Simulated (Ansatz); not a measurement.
# PbF2: stress in a strained cell

PbF2 is deformed so: zz strain of +2 %. What stress and forces result, by LAPW, PAW and all-electron datasets made for the crystal?

Method: DFT LDA, scalar-relativistic, in Ansatz 0.2.0.

## Step 1: Starting point

It takes space group Fm-3m (No. 225, cubic). Conventional cell: a = 5.940 Å, b = 5.940 Å, c = 5.940 Å, α = 90.00°, β = 90.00°, γ = 90.00°. Pb (site symmetry m-3m) has 8 F at 2.57 Å in its first shell of neighbours. F (site symmetry -43m) is surrounded by 4 Pb at 2.57 Å.

Coordinates:

```cif
data_structure
_symmetry_space_group_name_H-M 'Fm-3m'
_symmetry_Int_Tables_number 225
_cell_length_a 5.9397
_cell_length_b 5.9397
_cell_length_c 5.9397
_cell_angle_alpha 90.000
_cell_angle_beta 90.000
_cell_angle_gamma 90.000
_cell_volume 209.55
loop_
_atom_site_label
_atom_site_type_symbol
_atom_site_symmetry_multiplicity
_atom_site_Wyckoff_symbol
_atom_site_fract_x
_atom_site_fract_y
_atom_site_fract_z
_atom_site_occupancy
Pb1 Pb 4 a 0.00000 0.00000 0.00000 1
F1 F 8 c 0.25000 0.75000 0.75000 1
```

The file gives the conventional cell by its symmetry; the runs use the cell typed in the input.

Atoms are numbered in the order of the input: Pb1, F2, F3.

## Step 2: The deformed structure

Space group Fm-3m before, I4/mmm after.

## Step 3: All-electron LAPW

Contents of input.yaml:

```yaml
crystal:
  lattice:
    - [0.0, 2.96985, 3.029247]
    - [2.96985, 0.0, 3.029247]
    - [2.96985, 2.96985, 0.0]
  atoms:
    - { symbol: Pb, position: [0.0, 0.0, 0.0] }
    - { symbol: F, position: [0.25, 0.25, 0.25] }
    - { symbol: F, position: [0.75, 0.75, 0.75] }
kpoints:
  mp_grid: { grid: [7, 7, 7] }
  band_path:
    path:
      - [0.0, 0.0, 0.0]
      - [0.0, 0.5, 0.5]
      - [0.25, 0.75, 0.5]
      - [0.0, 0.5, 0.0]
      - [0.0, 0.0, 0.0]
      - [0.5, 0.5, 0.0]
      - [0.3701460977, 0.6298539023, 0.0]
      - [-0.3701460977, 0.3701460977, 0.0]
      - [0.0, 0.0, 0.0]
    npoints: 5
scf:
  occupations: { method: fermi_dirac, width: 0.03 }
hamiltonian:
  xc: lda
  pseudopotentials: { kind: all_electron, lapw: { basis_error: 0.0005 } }
output:
  forces: true
  stress: true
  eigenvalues: true
```

The run is started by

```sh
$ ansatz run input.yaml --threads 1 --pin off --max-ram 4096MiB --backend cpu --events-out ev --progress --plain --runs-dir out
```

## Step 4: PAW on the default files

Contents of input.yaml:

```yaml
crystal:
  lattice:
    - [0.0, 2.96985, 3.029247]
    - [2.96985, 0.0, 3.029247]
    - [2.96985, 2.96985, 0.0]
  atoms:
    - { symbol: Pb, position: [0.0, 0.0, 0.0] }
    - { symbol: F, position: [0.25, 0.25, 0.25] }
    - { symbol: F, position: [0.75, 0.75, 0.75] }
kpoints:
  mp_grid: { grid: [7, 7, 7] }
scf:
  occupations: { method: fermi_dirac, width: 0.03 }
hamiltonian:
  xc: lda
  pseudopotentials: { kind: paw }
output:
  forces: true
  stress: true
  eigenvalues: true
  efg: { contact_densities: true }
  write_density: true
  write_potential: true
  elf: true
  volumetric_format: npy
```

## Step 5: Datasets made for this crystal

input.yaml, as its differences from that of step 4:

```diff
@@ -15,3 +15,3 @@
   xc: lda
-  pseudopotentials: { kind: paw }
+  pseudopotentials: { kind: all_electron, datasets: crystal }
 output:
@@ -21,5 +21 @@
   efg: { contact_densities: true }
-  write_density: true
-  write_potential: true
-  elf: true
-  volumetric_format: npy
```

(Steps that only read results are left out.)

**Question.** What will these runs give? Wanted: pressure; largest shear or deviatoric stress.

As calculated:

| quantity | value |
| --- | --- |
| pressure | LAPW -6.10, PAW -6.13, crystal datasets -6.10 GPa |
| largest shear or deviatoric stress (LAPW) | 0.76 GPa |

The largest part of the stress beyond the pressure is 0.76 GPa in size, in the zz component; the atoms are carried along and not relaxed. No run of the undeformed cell stands beside it, so pressure and stress hold what the given cell had before the change, as far as its symmetry allows. PAW: stress within 0.03 GPa of LAPW. Crystal datasets: stress within 0.01 GPa of LAPW. Spin-orbit coupling is left out, though the cell holds Pb; in elements this heavy it can shift bands and gaps by tenths of an eV.

These are semilocal Kohn-Sham gaps, which aren't the measured quantity. Such gaps usually fall short of the measured ones; spin-orbit coupling, left out here, narrows gaps with Pb, so the two errors partly cancel.
